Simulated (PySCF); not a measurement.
# H8MoN4 (Mo(NH2)4): the cost of one run

Computed with PySCF 2.14.0 and routines of our own; the level stands in each step. Atoms count from 0.

## 1. The starting structure

13 atoms, charge 0, multiplicity 1; geometry from: GFN2-xTB.

## 2. Geometry optimisation at PBE0-D3(BJ)/def2-SVP

What the job is given:

```
{"job": {"xc": "PBE0", "basis": "def2-SVP", "d3": "d3bj", "grid": 1, "maxiter": 30, "shake": 0.03, "kind": "geom"}, "charge": 0, "multiplicity": 1}
Mo     0.004900    -0.171550     0.092160
N     -0.533910    -0.078890     1.856870
H     -0.761590    -0.102690     2.836850
H     -1.333860     0.066660     1.289940
N      1.261950    -0.046650    -1.349350
H      2.199870    -0.380180    -1.449440
H      1.042790     0.439390    -2.194640
N     -0.197340     1.822510    -0.192200
H      0.608790     2.390770    -0.109990
H     -1.033040     2.441860    -0.260200
N     -0.603970    -1.834100    -0.246950
H      0.397490    -1.875010     0.253200
H     -1.021450    -2.724230    -0.504040
```

Started as:

```sh
$ OMP_NUM_THREADS=1 python heavy_run.py task.json out
```

This one command runs all jobs of the session in turn.

**Question.** How long does this first job take on 1 thread of Arm Neoverse V2, shared host, and how much memory does it need?

About 2.6 min, with a peak of 0.48 GiB.
